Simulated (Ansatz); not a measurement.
CH₇BN₂, SMILES CNBN, a rigid torsion scan

Computed with the Ansatz DFT code, driven from Python.

Notebook, run cell by cell (the value of a cell's last expression is shown):

**Cell 1**
```python
import ansatz as az
from ase import Atoms
```

**Cell 2**
```python
atoms = Atoms(["C", "N", "B", "N", "H", "H", "H", "H", "H", "H", "H"], positions=[
    (-0.7208, 1.1379, -0.0086),
    (-0.6324, -0.0045, 0.8248),
    (0.7321, -0.6164, 0.6555),
    (1.2716, -1.2497, -0.6466),
    (-0.7109, 0.9088, -1.1168),
    (-1.7609, 1.662, 0.1654),
    (0.0362, 1.9407, 0.2297),
    (-1.2889, -0.6964, 0.505),
    (1.4742, -0.6822, 1.6551),
    (0.4589, -1.9436, -0.8911),
    (1.2062, -0.5136, -1.3517),
])

# start the scan from a relaxed geometry
first = (
    az.Crystal.molecule_from_ase(atoms).calculation()
    .basis(gaussian="def2-SVP")  # atom-centred Gaussian functions
    .functional("r2scan0")
    .relax(force_tolerance=0.02, max_steps=80)  # relax until the tolerances are met
)
atoms.positions = first.run(threads=1).report["positions_ang"]
```

**Cell 3**
```python
start = atoms.get_dihedral(0, 1, 2, 3)
energies = {}
for turn in range(0, 360, 30):
    turned = atoms.copy()
    turned.set_dihedral(0, 1, 2, 3, start + turn, indices=[2, 3, 8, 9, 10])
    base = az.Crystal.molecule_from_ase(turned).calculation()
    base = base.basis(gaussian="def2-SVP")
    base = base.functional("r2scan0")
    energies[round((start + turn) % 360)] = base.run(threads=1).report["free_energy_ev"]
floor = min(energies.values())
print("dihedral C0-N1-B2-N3 (deg)   E - E(min) (eV)")
for angle, e in sorted(energies.items()):
    print(f"{angle:8d} {(e - floor):14.3f}  " + "#" * int(30 * (e - floor) / max(max(energies.values()) - floor, 1e-9)))
```
Output:
```text
dihedral C0-N1-B2-N3 (deg)   E - E(min) (eV)
       0          0.011
      30          0.198  ######
      60          0.661  #####################
      90          0.931  #############################
     120          0.647  ####################
     150          0.193  ######
     180          0.000
     210          0.193  ######
     240          0.648  ####################
     270          0.932  ##############################
     300          0.659  #####################
     330          0.195  ######
```

The lowest point is at 180° and the highest at 270°, 0.932 eV (89.9 kJ/mol) above it, with the rest of the molecule held.

The scan is rigid and the energies are electronic, in a modest basis. With rigid groups the curve can differ much from the relaxed path, the start wasn't checked as a minimum of this torsion, and equivalent turns needn't return to the same energy. Run time: 2.4 min on 1 thread of Intel(R) Xeon(R) Processor @ 2.30GHz, with other jobs on the host, peak memory 0.31 GiB.

(A comment or docstring line of the script was reworded after the run, the code is as it ran.)
